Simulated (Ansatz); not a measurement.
# AlCl2GeH5O2: the cost of one run

Method: RHF/def2-SVP, in Ansatz 0.2.0.

## (1) Starting point

Bond lengths: Ge1–O2 2.120 Å, O2–H3 1.010 Å, Ge1–Cl4 2.220 Å, Ge1–H5 1.549 Å, Ge1–Cl6 2.218 Å, Ge1–O7 2.070 Å, Cl6–Al8 2.569 Å, O7–Al8 1.780 Å, Al8–H9 1.560 Å, Al8–H10 1.560 Å. Angles (14 of 19 angles, heavy atoms first): O2–Ge1–Cl4 109.5°, O2–Ge1–Cl6 109.5°, O2–Ge1–O7 71.6°, Cl4–Ge1–Cl6 109.5°, Cl4–Ge1–O7 67.2°, Cl6–Ge1–O7 72.8°, Ge1–Cl6–Al8 90.8°, Ge1–O7–Al8 125.0°, Cl6–Al8–O7 69.0°, Ge1–O2–H3 109.5°, O2–Ge1–H5 109.5°, Cl4–Ge1–H5 109.5°, H5–Ge1–Cl6 109.5°, H5–Ge1–O7 176.6°.

Coordinates:

```xyz
11

Ge    0.0000    0.0000    0.0000
O     0.0000    0.0000    2.1200
H    -0.9095   -0.2814    2.4571
Cl    2.0935    0.0000   -0.7393
H    -0.7300    1.2648   -0.5162
Cl   -1.0456   -1.8115   -0.7393
O     1.0804   -1.6406    0.6527
Al    0.4764   -3.3147    0.6824
H     1.0732   -4.3766   -0.2922
H    -0.6497   -3.7201    1.6830
H     0.6833   -1.0376    1.7535
```

## (2) Pulling towards end A

Springs on the bonds that form and break draw the guess towards this end; the thresholds are loose.

The input, input.yaml:

```yaml
crystal:
  periodic: [false, false, false]
  atoms:
    - { symbol: Ge, position_ang: [0.0, 0.0, 0.0] }
    - { symbol: O, position_ang: [0.0, 0.0, 2.12] }
    - { symbol: H, position_ang: [-0.9095, -0.2814, 2.4571] }
    - { symbol: Cl, position_ang: [2.0935, 0.0, -0.7393] }
    - { symbol: H, position_ang: [-0.73, 1.2648, -0.5162] }
    - { symbol: Cl, position_ang: [-1.0456, -1.8115, -0.7393] }
    - { symbol: O, position_ang: [1.0804, -1.6406, 0.6527] }
    - { symbol: Al, position_ang: [0.4764, -3.3147, 0.6824] }
    - { symbol: H, position_ang: [1.0732, -4.3766, -0.2922] }
    - { symbol: H, position_ang: [-0.6497, -3.7201, 1.683] }
    - { symbol: H, position_ang: [0.6833, -1.0376, 1.7535] }
basis:
  gaussian: { orbitals: def2-SVP }
hamiltonian:
  xc: hf
relax:
  f_tol: 0.15
  max_steps: 25
  restrain:
    - { distance: [0, 6], at: 2.97, k: 30.0 }
    - { distance: [10, 1], at: 2.21, k: 30.0 }
    - { distance: [0, 1], at: 1.77, k: 30.0 }
    - { distance: [10, 6], at: 1.01, k: 30.0 }
```

Started as:

```bash
> ansatz run input.yaml --threads 4 --pin off --max-ram 5120MiB --backend cpu --events-out ev --progress --plain --runs-dir out
```

Q: Estimate wall time and peak memory on 4 threads of Arm Neoverse V2, shared host.

About 30 s, with a peak of 0.38 GiB.
